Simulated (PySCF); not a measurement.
**Os₂Se: structure of the singlet**

The task is one start of a wider search on Os₂Se: the singlet, from a bent start. It is relaxed, tested by its Hessian and followed downhill if it is a saddle.

Program: PySCF 2.14.0. Level of theory: B3LYP, basis Se def2-SVP, Os def2-SVP with ECP60, scalar-relativistic core potentials, no spin–orbit coupling, density fitting. These are calculated values, not measurements.

**1. The starting structure**

3 atoms, charge 0, spin multiplicity 1.

Bond lengths: Se1–Os2 2.450 Å, Se1–Os3 2.450 Å. Angles: Os2–Se1–Os3 110.0°.

Z-matrix (Å, degrees; charge 0 multiplicity 1):
```
Se
Os 1 2.4500
Os 1 2.4500 2 110.00
```

**2. Bent start, singlet: relaxation**

One driver script runs all steps and calls PySCF; scf.py shows how it sets up the SCF of each step. The optimiser is the driver's own. Before each start the driver seeks the lowest SCF state from one or more starting densities and follows internal instabilities, so scf.py alone need not reach the same state.

The program finds C2v symmetry in the start, which this walk keeps. The walk stops when the largest gradient is under 0.0003 Eh/bohr and the energy has settled too.

Input file scf.py:

```python
from pyscf import gto, scf, dft
mol = gto.M(atom='''
Se     0.000000     0.000000    -1.163176
Os     2.006900    -0.000000     0.242124
Os    -2.006900     0.000000     0.242124''',
    basis={'Se': 'def2-SVP', 'Os': 'def2-SVP'},
    ecp={'Os': 'def2-SVP'},
    charge=0, spin=0)
mf = dft.RKS(mol, xc='B3LYP')
mf.grids.atom_grid = (50, 194)
aux = {'Se': 'def2-universal-JKFIT', 'Os': 'def2-universal-JKFIT'}
mf = mf.density_fit(auxbasis=aux)
mf.kernel()
```

After this run come: Is it a minimum? Harmonic modes.

What does the calculation give? Wanted: minimum; geometry; wavenumbers; dipole moment; highest occupied, lowest empty level; polar-tensor charge of Se1; zero-point energy; atomisation energy.

**Answer**, as computed:

```
                                 quantity                                                                   value
                                  minimum                                                            singlet, C2v
                                 geometry  Os–Os 2.886 Å, Se–Os 2.262 Å (×2); Os–Os–Se 50.4° (×2), Os–Se–Os 79.3°
                       wavenumbers (cm⁻¹)                                             91 (a1), 329 (a1), 349 (b2)
                            dipole moment                                                                  0.65 D
     highest occupied, lowest empty level                                                         -5.02, -4.37 eV
               polar-tensor charge of Se1                                                                 +0.07 e
                        zero-point energy                                                              4.6 kJ/mol
                      entropy at 298.15 K                                                         332.2 J/(mol K)
atomisation energy (no zero-point energy)                                                              251 kJ/mol
```

What this shows: The molecule stays C2v, as typed, and the end point is a minimum. The strongest infrared band lies at 349 cm⁻¹ (b2). Other starts or spin states, not run here, may lie lower. The stability of the closed-shell solution was not tested. The small gap makes a closed-shell description doubtful. With an element this heavy the missing spin–orbit coupling can shift these numbers.
